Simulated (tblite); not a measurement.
# H14O2Si6: the cost of one run

Computed with tblite 0.8.0 and PySCF 2.14.0, with density-fitted response routines of our own, on a single molecule in the gas phase. Atoms count from 0, in the outputs and in this text.

## Step 1: Starting geometry

22 atoms, charge 0, multiplicity 1; geometry from: force field or distance geometry start.

Bonds of the start (Å): O0–Si1 1.72, Si1–Si2 2.23, Si2–Si3 2.24, Si2–O4 1.69, O4–Si5 1.71, Si2–Si6 2.21, Si6–Si7 2.23, O0–H8 1.00, Si1–H9 1.45, Si1–H10 1.48, Si3–H11 1.46, Si3–H12 1.46, Si3–H13 1.49, Si5–H14 1.47, Si5–H15 1.48, Si5–H16 1.44, Si6–H17 1.47, Si6–H18 1.49, Si7–H19 1.48, Si7–H20 1.45, Si7–H21 1.46.

## Step 2: Geometry optimisation with GFN2-xTB

Job settings and geometry (Å):

```
{"job": {"kind": "relax", "xc": "GFN2-xTB", "basis": "xTB"}, "charge": 0, "multiplicity": 1}
O     -1.283300    -3.059200    -1.218600
Si    -1.156600    -1.480500    -1.892600
Si    -0.286100    -0.116700    -0.351900
Si    -1.906700     0.134100     1.170400
O      0.091800     1.415700    -0.948400
Si    -0.706200     2.606500    -0.010700
Si     1.480500    -0.946600     0.675000
Si     3.336500     0.083900     0.005700
H     -1.386600    -3.042400    -0.228300
H     -0.342200    -1.579000    -3.087500
H     -2.530000    -1.001900    -2.169500
H     -1.427100     0.639600     2.453800
H     -2.931100     0.971700     0.564100
H     -2.497900    -1.223200     1.313000
H     -0.638800     2.217200     1.410300
H     -0.052200     3.929300    -0.102400
H     -2.081100     2.677300    -0.441100
H      1.621900    -2.394700     0.475700
H      1.378700    -0.728800     2.145000
H      3.493600    -0.115100    -1.447700
H      4.509700    -0.496400     0.641200
H      3.302700     1.528500     0.242100
```

Started as:

```sh
$ OMP_NUM_THREADS=1 python probes_run.py task.json out
```

One launch serves the whole session: the jobs run in the order shown.

**Question.** How long does this first job take on 1 thread of Intel Xeon 6975P-C, shared host, and how much memory does it need?

About 1.8 s, with a peak of 0.18 GiB.
